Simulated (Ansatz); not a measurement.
# GeH+ (singlet): wave-function methods side by side at distance Ge1–H2 = 1.912 Å, cc-pVQZ

An exercise on one series of results from a longer session: the logs are not shown, and one member is left open.

Computed with Ansatz 0.2.0, Gaussian basis. Level: cc-pVQZ, core rule «outside noble gas», up to 14 orbitals frozen.

Plan: UHF; CCSD(T) on RHF; BCCD(T) on RHF; CCSDT(Q) on RHF; CASSCF and NEVPT2, 4 electrons in 5 orbitals; Full CI.

21 further runs of the same task are left out: 15 that didn't finish, 6 set aside as unsound or not needed.

### The geometry

The geometry derives from a PBE0/def2-TZVP stationary point (not a proven minimum). One bond is set to the value named and the two fragments are kept rigid. No spin-orbit coupling is included. The filled d shell of Ge may be among the frozen orbitals whatever the setting's name suggests; the logs give the count.

2 atoms, charge 1, spin multiplicity 1.

Atoms are counted from 1 here; the program's logs count them from 0.

Bond lengths: Ge1–H2 1.912 Å.

Set-up of the first run:

Contents of in.yaml:

```yaml
crystal:
  periodic: [false, false, false]
  atoms:
    - {symbol: Ge, position_ang: [0.000000, 0.000000, 0.000000]}
    - {symbol: H, position_ang: [0.000000, 0.000000, 1.912000]}
basis:
  gaussian: {orbitals: cc-pVQZ}
total_charge: 1
magnetization: {spin_polarized: true, initial_magnetization: 0}
hamiltonian: {xc: hf}
output: {orbitals: {seedname: orbitals}}
```

Launch:

```bash
$ ansatz run in.yaml --threads 1 --pin off --events-out ev --progress --plain --max-ram 2393MiB
```

Steps of the session up to this table: UHF; CCSD(T) on RHF; BCCD(T) on RHF; CCSDT(Q) on RHF; CASSCF and NEVPT2, 4 electrons in 5 orbitals; Full CI.

One table of the session follows, with a row left open; its other results are not shown here.

```
        method  from FCI (kcal/mol)
           RHF               +59.16
          RMP2               +14.54
         RCCSD                +1.47
      RCCSD(T)                +0.29
       BCCD(T)                +0.29
        RCCSDT                +0.05
     RCCSDT(Q)                +0.01
CASSCF valence               +25.03
NEVPT2 valence                    ?
           FCI                    0
```

Estimate the missing values for NEVPT2 valence.

**Answer.** from FCI (kcal/mol): +7.04. In the column «from FCI (kcal/mol)» it lies between RCCSD (+1.47) and RMP2 (+14.54).
